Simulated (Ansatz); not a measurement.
# GeH3NS, SMILES [NH2][Ge][SH]: the energy of protonation at one site

With Ansatz 0.2.0 through its Python package.

The cells in order, each with its output:

```python
import warnings

import ansatz as az
import numpy as np
```

```python
GEOMETRY = """
N    -1.15400    0.21750   -0.70620
Ge    0.28520   -0.72320   -0.18500
S     1.07940    0.14630    1.67450
H    -0.79350    1.24200   -0.92180
H    -1.51570   -0.14830   -1.64590
H     2.14080   -0.79830    1.73830
"""
```

```python
warnings.simplefilter("ignore", az.DeckWarning)
```

```python
system = az.Crystal.molecule()
for line in GEOMETRY.strip().splitlines():
    symbol, *xyz = line.split()
    system = system.atom(symbol, [float(v) for v in xyz])
```

```python
base = (
    system.calculation()
    .basis(gaussian="def2-SVP")
    .functional("hf")
)
symbols = [site.symbol for site in system.cartesian_sites]
start = np.array([site.position_ang for site in system.cartesian_sites], dtype=float)
summary = base.relax(force_tolerance=0.01, max_steps=100).run().report
end = np.array(summary["positions_ang"])
```

```python
# put the proton on the side away from the neighbours, slightly off axis
away = sum((end[0] - end[j]) / np.linalg.norm(end[0] - end[j]) for j in [1, 3, 4]) + np.array([0.15, 0.1, -0.2])
proton = end[0] + 1.0 * away / np.linalg.norm(away)
acid = az.Crystal.molecule()
for symbol, place in zip(symbols, end):
    acid = acid.atom(symbol, place.tolist())
acid = acid.atom("H", proton.tolist())
protonated = (
    acid.calculation()
    .basis(gaussian="def2-SVP")
    .functional("hf")
    .charge(1)
    .relax(force_tolerance=0.01, max_steps=80)
)
after = protonated.run().report
xyz = np.array(after["positions_ang"])
reach = np.linalg.norm(xyz[:-1] - xyz[-1], axis=1)
print(f"base {summary['free_energy_ev']:.5f} eV, protonated {after['free_energy_ev']:.5f} eV")
print(f"the proton ends {reach.min():.3f} A from {symbols[reach.argmin()]}{reach.argmin()}")
print(f"electronic proton affinity {(summary['free_energy_ev'] - after['free_energy_ev']):.3f} eV")
```

    base -68809.52473 eV, protonated -68819.19572 eV
    the proton ends 1.014 A from N0
    electronic proton affinity 9.671 eV

Caveats:
- Total energies depend on the basis set; only differences at equal settings carry meaning.
- The proton is put on one chosen atom, which needn't be the most basic site, so the molecule's proton affinity can be higher; the ends are stationary points, not checked by frequencies, and zero-point and thermal terms count only where printed.
- Hartree-Fock leaves correlation out, so bond, atomisation and ionisation energies come out well too low.
- Hardware and time: 57 s on 1 thread of Arm Neoverse V1, on a shared host, peak memory 0.24 GiB.
